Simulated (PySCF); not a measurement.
# From one method to the next for SnS

What do other methods print for SnS?

Program: PySCF 2.14.0. Level of theory: each script names its method and basis. These are calculated values, not measurements.

12 further runs of the same task are left out: 2 for a known fault of the program, 10 that didn't finish.

## (1) The starting structure

SnS: 2 atoms, charge 0, spin multiplicity 1.

Bond lengths: Sn1–S2 2.335 Å.

## (2) Base script

The input, input.py:

```python
from pyscf import gto, scf, tdscf

mol = gto.M(
    atom='Sn 0 0 0; S 0 0 2.335',
    basis='lanl2dz',
    ecp={'Sn': 'lanl2dz', 'S': 'lanl2dz'},
    charge=0,
    spin=0,
    verbose=4,
)
mf = scf.RHF(mol)
mf.kernel()
td = tdscf.TDHF(mf)
td.nstates = 5
td.kernel()
td.analyze(verbose=3)
mf.dip_moment()
print('orbital energies (hartree):', mf.mo_energy[..., max(0, mol.nelec[1]-3):mol.nelec[0]+3].round(4))
```

Command:

```console
> OMP_NUM_THREADS=1 python input.py
```

## (3) MP2

Edit 1 changes step after the SCF: tddft → mp2.

Edit input.py of step 2 so:

```diff
@@ -1,2 +1,2 @@
-from pyscf import gto, scf, tdscf
+from pyscf import gto, scf, mp
 
@@ -12,6 +12,3 @@
 mf.kernel()
-td = tdscf.TDHF(mf)
-td.nstates = 5
-td.kernel()
-td.analyze(verbose=3)
+mp.MP2(mf).kernel()
 mf.dip_moment()
```

## (4) Number of roots 10

Edit 2 changes number of roots: 5 → 10.

Edit input.py of step 2 so:

```diff
@@ -13,3 +13,3 @@
 td = tdscf.TDHF(mf)
-td.nstates = 5
+td.nstates = 10
 td.kernel()
```

## (5) R2scan (RKS)

Edit 3 changes functional: none (Hartree–Fock) → r2scan; SCF type: RHF → RKS; step after the SCF: tddft → analyze.

Edit input.py of step 2 so:

```diff
@@ -1,2 +1,2 @@
-from pyscf import gto, scf, tdscf
+from pyscf import gto, dft
 
@@ -10,8 +10,5 @@
 )
-mf = scf.RHF(mol)
+mf = dft.RKS(mol, xc='r2scan')
 mf.kernel()
-td = tdscf.TDHF(mf)
-td.nstates = 5
-td.kernel()
-td.analyze(verbose=3)
+mf.mulliken_pop()
 mf.dip_moment()
```

## (6) ROHF

Edit 4 changes SCF type: RHF → ROHF.

Edit input.py of step 2 so:

```diff
@@ -10,3 +10,3 @@
 )
-mf = scf.RHF(mol)
+mf = scf.ROHF(mol)
 mf.kernel()
```

## (7) M06 (RKS)

Edit 5 changes functional: none (Hartree–Fock) → m06; SCF type: RHF → RKS; step after the SCF: tddft → analyze.

Edit input.py of step 2 so:

```diff
@@ -1,2 +1,2 @@
-from pyscf import gto, scf, tdscf
+from pyscf import gto, dft
 
@@ -10,8 +10,5 @@
 )
-mf = scf.RHF(mol)
+mf = dft.RKS(mol, xc='m06')
 mf.kernel()
-td = tdscf.TDHF(mf)
-td.nstates = 5
-td.kernel()
-td.analyze(verbose=3)
+mf.mulliken_pop()
 mf.dip_moment()
```

Before running it: what results should come out? Wanted: for each run, E(SCF); from base; gap; SCF dipole; after the SCF.

**Answer**, as computed:

| run | E(SCF) (hartree) | from base (eV) | cycles | gap (eV) | SCF dipole (D) | after the SCF |
| --- | --- | --- | --- | --- | --- | --- |
| base | -13.166361 | 0 | 9 | 8.83 | 5.60 | lowest root found 2.62 eV |
| MP2 | -13.166361 | 0.0000 | 9 | 8.83 | 5.60 | MP2 correlation -2.536 eV |
| number of roots 10 | -13.166361 | 0.0000 | 9 | 8.83 | 5.60 | lowest root found 2.62 eV |
| r2scan (RKS) | -13.521239 | not comparable | 10 | 3.13 | 4.07 | n/a |
| ROHF | -13.166361 | 0.0000 | 9 | n/a | 5.60 | lowest root found 1.88 eV |
| m06 (RKS) | -13.483950 | not comparable | 10 | 4.32 | 4.29 | n/a |

The SCF energy stays the same, to the digits that matter, with ROHF. The gap between the frontier levels is 3.1 eV with r2scan (0 % exact exchange) and 4.3 eV with m06 (27 %): exact exchange opens it. A lower total energy from another functional means nothing by itself.
